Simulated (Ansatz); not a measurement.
# TiCuC4N4: the cost of one run

Computed with Ansatz 0.2.0 (DFT PBE, scalar-relativistic, plane waves, PAW, unless a step's input says otherwise).

## (1) The starting structure

It takes space group P-43m (No. 215, cubic). Conventional cell: a = 5.907 Å, b = 5.907 Å, c = 5.907 Å, α = 90.00°, β = 90.00°, γ = 90.00°. Around Ti (site symmetry -43m) lie 4 C at 1.94 Å. Cu (site symmetry -43m) has 4 N at 2.01 Å in its first shell of neighbours. C (site symmetry 3m) has 1 N at 1.17 Å and 1 Ti at 1.94 Å in its first shell of neighbours. N (site symmetry 3m) is surrounded by 1 C at 1.17 Å and 1 Cu at 2.01 Å.

Coordinates:

```cif
data_structure
_symmetry_space_group_name_H-M 'P-43m'
_symmetry_Int_Tables_number 215
_cell_length_a 5.9069
_cell_length_b 5.9069
_cell_length_c 5.9069
_cell_angle_alpha 90.000
_cell_angle_beta 90.000
_cell_angle_gamma 90.000
_cell_volume 206.10
loop_
_atom_site_label
_atom_site_type_symbol
_atom_site_symmetry_multiplicity
_atom_site_Wyckoff_symbol
_atom_site_fract_x
_atom_site_fract_y
_atom_site_fract_z
_atom_site_occupancy
Ti1 Ti 1 a 0.00000 0.00000 0.00000 1
Cu1 Cu 1 b 0.50000 0.50000 0.50000 1
C1 C 4 e 0.18942 0.18942 0.18942 1
N1 N 4 e 0.30378 0.30378 0.30378 1
```

A structure generator made this guess: two interpenetrating cyanide-bridged diamond nets (P-43m, No. 215). The dimensions are guesses.

## (2) A first look at the guess

File input.yaml:

```yaml
crystal:
  lattice:
    - [5.9068706, 0.0, 0.0]
    - [0.0, 5.9068706, 0.0]
    - [0.0, 0.0, 5.9068706]
  atoms:
    - { symbol: Ti, position: [0.0, 0.0, 0.0], spin: 1.0 }
    - { symbol: Cu, position: [0.5, 0.5, 0.5], spin: 1.0 }
    - { symbol: C, position: [0.1894243, 0.1894243, 0.1894243] }
    - { symbol: C, position: [0.1894243, 0.8105757, 0.8105757] }
    - { symbol: C, position: [0.8105757, 0.1894243, 0.8105757] }
    - { symbol: C, position: [0.8105757, 0.8105757, 0.1894243] }
    - { symbol: "N", position: [0.30378262, 0.30378262, 0.30378262] }
    - { symbol: "N", position: [0.30378262, 0.69621738, 0.69621738] }
    - { symbol: "N", position: [0.69621738, 0.30378262, 0.69621738] }
    - { symbol: "N", position: [0.69621738, 0.69621738, 0.30378262] }
basis:
  ecutwfc: 420
kpoints:
  mp_grid: { grid: [4, 4, 4] }
hamiltonian:
  xc: pbe
scf:
  occupations: { method: gaussian, width: 0.1 }
  lower_state_search: "off"
output:
  forces: true
  stress: true
  eigenvalues: true
  populations: true
magnetization:
  spin_polarized: true
```

The run is started by

```sh
> ansatz run input.yaml --threads 1 --pin off --max-ram 2560MiB --backend cpu --events-out ev --progress --plain --runs-dir out
```

Q: Estimate wall time and peak memory on 1 thread of AMD EPYC, shared host.

About 77 s, with a peak of 0.53 GiB.
